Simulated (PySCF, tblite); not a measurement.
# C5H12GeO2: geometry, infrared bands, NMR shifts and electronic excitations, part 1 of 2

Aim: predict the infrared bands, NMR shifts and electronic excitations of C5H12GeO2 (`CC[O][GeH2][O]C1CC1`).

Computed with tblite 0.8.0 and PySCF 2.14.0, with density-fitted response routines of our own, on a single molecule in the gas phase. Atoms count from 0, in the outputs and in this text.

**1. The starting structure**

20 atoms, charge 0, multiplicity 1; geometry from: force field or distance geometry start.

Bonds of the start (Å): C0–C1 1.54, C1–O2 1.39, O2–Ge3 1.77, Ge3–O4 1.77, O4–C5 1.40, C5–C6 1.50, C6–C7 1.52, C7–C5 1.48, C0–H8 1.11, C0–H9 1.12, C0–H10 1.09, C1–H11 1.12, C1–H12 1.12, Ge3–H13 1.57, Ge3–H14 1.57, C5–H15 1.12, C6–H16 1.12, C6–H17 1.11, C7–H18 1.13, C7–H19 1.10.

**2. Geometry optimisation with GFN2-xTB**

What the job is given:

```
{"job": {"kind": "relax", "xc": "GFN2-xTB", "basis": "xTB"}, "charge": 0, "multiplicity": 1}
C      3.800900     0.127500    -1.322700
C      2.513100    -0.459700    -0.724800
O      1.935000     0.557100     0.019300
Ge     0.420000     0.088300     0.801200
O     -1.034000     0.909400     0.216100
C     -2.110600     0.025800     0.301700
C     -3.431700     0.482400     0.836000
C     -3.263700     0.107700    -0.622600
H      3.563700     1.180100    -1.593400
H      4.573500     0.191900    -0.514900
H      4.192300    -0.473400    -2.146100
H      1.857900    -0.789300    -1.574700
H      2.786100    -1.350700    -0.096200
H      0.284400    -1.472500     0.676000
H      0.592900     0.418600     2.328700
H     -1.783700    -0.956200     0.738400
H     -4.036500    -0.246900     1.442000
H     -3.637300     1.556100     1.032500
H     -3.816700    -0.837400    -0.888900
H     -3.410600     0.951700    -1.320200
```

Command:

```bash
OMP_NUM_THREADS=1 python probes_run.py task.json out
```

The driver reads the jobs from task.json and runs them one after another.

What it wrote:

```text
step      E/eV     max force
  0    -730.77940    1.918
  1    -731.03028    1.014
  2    -731.16165    0.605
  3    -731.20422    0.570
  4    -731.25193    0.496
  5    -731.28762    0.415
  6    -731.31354    0.374
  7    -731.33062    0.358
  8    -731.34396    0.257
  9    -731.35545    0.260
 10    -731.36595    0.227
 11    -731.37615    0.264
 12    -731.38984    0.319
 13    -731.41272    0.423
 14    -731.44636    0.502
 15    -731.47383    0.365
 16    -731.49081    0.302
 17    -731.50579    0.266
 18    -731.51688    0.311
 19    -731.52969    0.319
 20    -731.54175    0.252
 21    -731.55432    0.303
 22    -731.56833    0.307
 23    -731.58568    0.286
 24    -731.60300    0.287
 25    -731.61537    0.256
 26    -731.62182    0.259
 27    -731.62946    0.189
 28    -731.63734    0.189
 29    -731.64775    0.171
 30    -731.65614    0.196
 31    -731.66333    0.189
 32    -731.66898    0.242
 33    -731.67538    0.250
 34    -731.68057    0.175
 35    -731.68558    0.139
 36    -731.68980    0.132
 37    -731.69358    0.161
 38    -731.69690    0.154
 39    -731.69961    0.137
 40    -731.70172    0.099
 41    -731.70368    0.134
 42    -731.70574    0.156
 43    -731.70793    0.120
 44    -731.71009    0.107
 45    -731.71189    0.121
 46    -731.71399    0.128
 47    -731.71673    0.140
 48    -731.71965    0.120
 49    -731.72218    0.130
 50    -731.72439    0.124
 51    -731.72645    0.115
 52    -731.72826    0.101
 53    -731.72969    0.079
 54    -731.73082    0.082
 55    -731.73206    0.086
 56    -731.73383    0.109
 57    -731.73640    0.121
 58    -731.73948    0.137
 59    -731.74265    0.113
 60    -731.74481    0.104
 61    -731.74659    0.107
 62    -731.74830    0.090
 63    -731.74948    0.065
 64    -731.75018    0.065
 65    -731.75071    0.070
 66    -731.75125    0.062
 67    -731.75179    0.040
 68    -731.75217    0.042
 69    -731.75240    0.042
 70    -731.75265    0.038
 71    -731.75289    0.043
 72    -731.75311    0.047
 73    -731.75333    0.048
 74    -731.75356    0.040
 75    -731.75378    0.031
 76    -731.75398    0.034
 77    -731.75417    0.046
 78    -731.75442    0.055
 79    -731.75475    0.052
 80    -731.75508    0.037
 81    -731.75532    0.040
 82    -731.75551    0.041
 83    -731.75570    0.038
 84    -731.75595    0.035
 85    -731.75624    0.042
 86    -731.75650    0.035
 87    -731.75669    0.030
 88    -731.75681    0.026
 89    -731.75689    0.019
 90    -731.75697    0.022
 91    -731.75705    0.027
 92    -731.75714    0.027
 93    -731.75723    0.028
 94    -731.75732    0.024
 95    -731.75739    0.022
 96    -731.75747    0.027
 97    -731.75756    0.025
 98    -731.75764    0.023
 99    -731.75772    0.017
100    -731.75779    0.018
101    -731.75784    0.018
102    -731.75790    0.017
103    -731.75796    0.016
104    -731.75802    0.015
105    -731.75807    0.015
106    -731.75810    0.012
107    -731.75813    0.014
108    -731.75817    0.017
109    -731.75821    0.015
110    -731.75824    0.016
111    -731.75827    0.016
112    -731.75831    0.017
113    -731.75837    0.023
114    -731.75846    0.024
115    -731.75857    0.027
116    -731.75868    0.027
117    -731.75880    0.026
118    -731.75897    0.038
119    -731.75923    0.044
120    -731.75958    0.043
121    -731.75997    0.037
122    -731.76034    0.032
123    -731.76063    0.030
124    -731.76083    0.030
125    -731.76098    0.030
126    -731.76107    0.021
127    -731.76114    0.023
128    -731.76120    0.020
129    -731.76125    0.014
130    -731.76131    0.013
131    -731.76137    0.019
132    -731.76141    0.017
133    -731.76144    0.013
134    -731.76146    0.009
```

Wall time 1.6 s (1 thread of Arm Neoverse N1, shared host); peak memory 0.18 GiB.

The steps of the relaxation: (not every step is listed)

```csv
step,energy from step 0 (eV),largest force (eV/Å)
0,0.0000,1.9183
1,-0.2509,1.0141
2,-0.3822,0.6048
3,-0.4248,0.5698
4,-0.4725,0.4962
5,-0.5082,0.4148
6,-0.5341,0.3737
7,-0.5512,0.3580
8,-0.5646,0.2571
20,-0.7623,0.2524
32,-0.8896,0.2421
44,-0.9307,0.1068
56,-0.9544,0.1092
68,-0.9728,0.0422
80,-0.9757,0.0371
92,-0.9777,0.0270
104,-0.9786,0.0150
116,-0.9793,0.0270
128,-0.9818,0.0204
129,-0.9819,0.0145
130,-0.9819,0.0126
131,-0.9820,0.0191
132,-0.9820,0.0175
133,-0.9820,0.0126
134,-0.9821,0.0094
```

Close pairs (by a distance rule), those that changed most:

```csv
bond,before (Å),after (Å),change (Å)
Ge3–H14,1.572,1.499,-0.073
Ge3–H13,1.572,1.517,-0.055
C7–H18,1.127,1.079,-0.048
C6–H16,1.125,1.079,-0.045
O2–Ge3,1.768,1.724,-0.044
C5–H15,1.123,1.086,-0.038
C1–O2,1.386,1.421,+0.035
C0–H9,1.120,1.087,-0.033
```

The final coordinates are the input of the step that follows.

**3. Infrared spectrum with GFN2-xTB**

What the job is given:

```
{"job": {"kind": "ir", "xc": "GFN2-xTB", "basis": "xTB"}, "charge": 0, "multiplicity": 1}
C      3.541595     0.302117    -1.346941
C      2.328788    -0.437173    -0.805188
O      1.845675     0.258552     0.335581
Ge     0.425130    -0.086304     1.250016
O     -0.812175    -0.339819     0.027456
C     -2.180359    -0.550148     0.150590
C     -3.058479     0.493306     0.767604
C     -3.085396     0.267106    -0.716855
H      3.263541     1.313121    -1.631626
H      4.311853     0.359129    -0.582221
H      3.936026    -0.219298    -2.215160
H      1.543402    -0.488931    -1.566869
H      2.606885    -1.460977    -0.528955
H      0.557327    -1.342743     2.089151
H      0.251347     1.167606     2.053753
H     -2.435883    -1.591600     0.320426
H     -3.902064     0.173487     1.360110
H     -2.574516     1.390108     1.125023
H     -3.948431    -0.208550    -1.156224
H     -2.619415     1.011688    -1.342403
```

What it wrote:

```text
mode    cm-1     km/mol
  1       5.2      0.15
  2      17.4      0.62
  3      50.9      1.40
  4      58.9      1.22
  5     103.3      6.39
  6     130.8      2.88
  7     206.1      0.49
  8     244.4     11.95
  9     311.8     11.46
 10     321.2     20.32
 11     427.9      4.25
 12     506.0    119.24
 13     517.9     94.92
 14     565.1     33.68
 15     606.3     59.74
 16     686.9    249.88
 17     785.3    173.40
 18     792.0     15.94
 19     830.1      6.40
 20     850.2      1.57
 21     870.1     76.73
 22     940.4     42.64
 23     980.3     20.84
 24    1020.1     11.41
 25    1059.9      1.49
 26    1075.6      3.75
 27    1078.2     73.15
 28    1080.0      4.34
 29    1112.9     87.92
 30    1142.9      9.91
 31    1149.0      0.15
 32    1156.4    111.66
 33    1257.2      0.21
 34    1264.7      1.65
 35    1336.1      7.44
 36    1347.2     68.42
 37    1397.4      8.03
 38    1417.5      0.43
 39    1469.0     22.87
 40    1475.0      3.28
 41    1482.9      0.24
 42    1495.7      3.06
 43    1841.0    347.10
 44    1971.8    365.06
 45    2889.5     57.27
 46    2915.2     40.76
 47    2986.0     47.83
 48    3039.9     29.06
 49    3045.3     29.29
 50    3051.0     23.18
 51    3079.6     17.62
 52    3089.5     15.10
 53    3096.0     22.96
 54    3118.8     41.72
```

It took 1.2 s on 1 thread of Arm Neoverse N1, shared host; peak memory 0.18 GiB.

Which atoms move in the most intense modes:

```csv
cm⁻¹,km/mol,atoms
506,119.2,"H13 38 %, H14 34 %"
518,94.9,"O4 57 %, Ge3 12 %, C5 11 %"
687,249.9,"H13 52 %, H14 41 %"
785,173.4,"H14 46 %, H13 42 %"
1113,87.9,"C1 33 %, H10 15 %, C0 14 %, O2 13 %"
1156,111.7,"C5 36 %, O4 20 %"
1841,347.1,H13 98 %
1972,365.1,H14 97 %
```

**4. Optimising the geometry at PBE0-D3(BJ)/def2-SVP**

What the job is given:

```
{"job": {"xc": "PBE0", "basis": "def2-SVP", "d3": "d3bj", "grid": 1, "shake": 0.01, "kind": "geom"}, "charge": 0, "multiplicity": 1}
C      3.562000     0.276560    -1.342760
C      2.323110    -0.441700    -0.807340
O      1.825480     0.256230     0.326930
Ge     0.458360    -0.084050     1.246490
O     -0.814990    -0.346500     0.016900
C     -2.184270    -0.545330     0.148200
C     -3.048900     0.491310     0.767850
C     -3.069940     0.272560    -0.721910
H      3.261710     1.318530    -1.612280
H      4.309160     0.356690    -0.572200
H      3.927160    -0.222220    -2.206330
H      1.549210    -0.488020    -1.560170
H      2.578600    -1.450760    -0.538550
H      0.540640    -1.339980     2.096160
H      0.246900     1.156840     2.054010
H     -2.436410    -1.577540     0.327900
H     -3.900130     0.184600     1.358050
H     -2.583770     1.395950     1.130850
H     -3.950580    -0.216380    -1.153930
H     -2.644350     1.018590    -1.337490
```

What it wrote:

```text
step   0  E = -2424.01676332  max force = 0.045587
step   1  E = -2424.02585754  max force = 0.024971
step   2  E = -2424.02808862  max force = 0.010910
step   3  E = -2424.02864082  max force = 0.002463
step   4  E = -2424.02873846  max force = 0.002134
step   5  E = -2424.02883452  max force = 0.001223
step   6  E = -2424.02884568  max force = 0.000727
step   7  E = -2424.02885946  max force = 0.000578
step   8  E = -2424.02887266  max force = 0.000858
step   9  E = -2424.02889935  max force = 0.000825
step  10  E = -2424.02892479  max force = 0.000672
step  11  E = -2424.02893159  max force = 0.000808
step  12  E = -2424.02893036  max force = 0.000620
step  13  E = -2424.02893874  max force = 0.000286
optimisation converged
```

Wall time 8 min (1 thread of Arm Neoverse N1, shared host); peak memory 0.85 GiB.

The steps of the relaxation:

```csv
step,energy from step 0 (eV),largest force component (eV/Å)
0,0.0000,2.3442
1,-0.2475,1.2841
2,-0.3082,0.5610
3,-0.3232,0.1267
4,-0.3259,0.1097
5,-0.3285,0.0629
6,-0.3288,0.0374
7,-0.3292,0.0297
8,-0.3295,0.0441
9,-0.3302,0.0424
10,-0.3309,0.0346
11,-0.3311,0.0415
12,-0.3311,0.0319
13,-0.3313,0.0147
```

Close pairs (by a distance rule), those that changed most:

```csv
bond,before (Å),after (Å),change (Å)
O2–Ge3,1.682,1.763,+0.080
C0–H10,1.062,1.101,+0.039
Ge3–H14,1.496,1.533,+0.037
C7–H19,1.057,1.093,+0.036
C1–H12,1.075,1.109,+0.034
Ge3–H13,1.519,1.545,+0.026
C1–H11,1.081,1.106,+0.025
C0–H9,1.076,1.100,+0.024
```

The next job starts from the end point, and lists it.

```csv
at the end point,value
point group (found at 0.08 Å tolerance),C1
"rotational constants (GHz, main isotopes)","3.439, 0.675, 0.593"
dipole moment (D),1.56
```

(Continued in part 2 of 2.)
